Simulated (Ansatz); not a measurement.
Hf2Pd2Se2Br2O3:

```
Hf Pd Se Br O
1.0
     7.58666   -1.70971   -1.17576
     7.58666    1.70971   -1.17576
    -2.02446    0.00000   13.05155
Hf Pd Se Br O
2 2 2 2 3
Direct
  0.94514 0.94514 0.06144
  0.60628 0.60628 0.28309
  0.17920 0.17920 0.50964
  0.32286 0.32286 0.74307
  0.92232 0.92232 0.84566
  0.78991 0.78991 0.58800
  0.58645 0.58645 0.04520
  0.24604 0.24604 0.28651
  0.59701 0.59701 0.42127
  0.38554 0.38554 0.07302
  0.03094 0.03094 0.22169
```

The cell was built by a generator and needn't be a form met in nature.

Program: Ansatz 0.2.0. Alike in all runs: potentials or basis Ansatz PAW; no spin polarisation; cell as given; smearing fermi-dirac 0.05 eV.

Q: Order these runs on this cell by their pressure, lowest first.
A. level r2SCAN0; k mesh 4 × 4 × 1; cutoff (eV) 500; mesh quality coarse
B. level PBE+U; U Hf d U = 8 eV, Pd d U = 8 eV; k mesh 8 × 8 × 2; cutoff (eV) 420; hubbard projectors ortho-atomic (the default); double counting fll (the default); mesh quality not flagged
C. level revPBE; k mesh 8 × 8 × 2; cutoff (eV) 420; points for each segment of the path 10; mesh quality not flagged

A: A (-2.4 GPa), C (1.2 GPa), B (3.0 GPa).

Caveats: some runs use coarse meshes; the PAW data sets come from PBE, with cores solved anew for the run's functional, which leaves a small shift of forces and pressure (some runs); the thresholds are loose for stress (some runs).
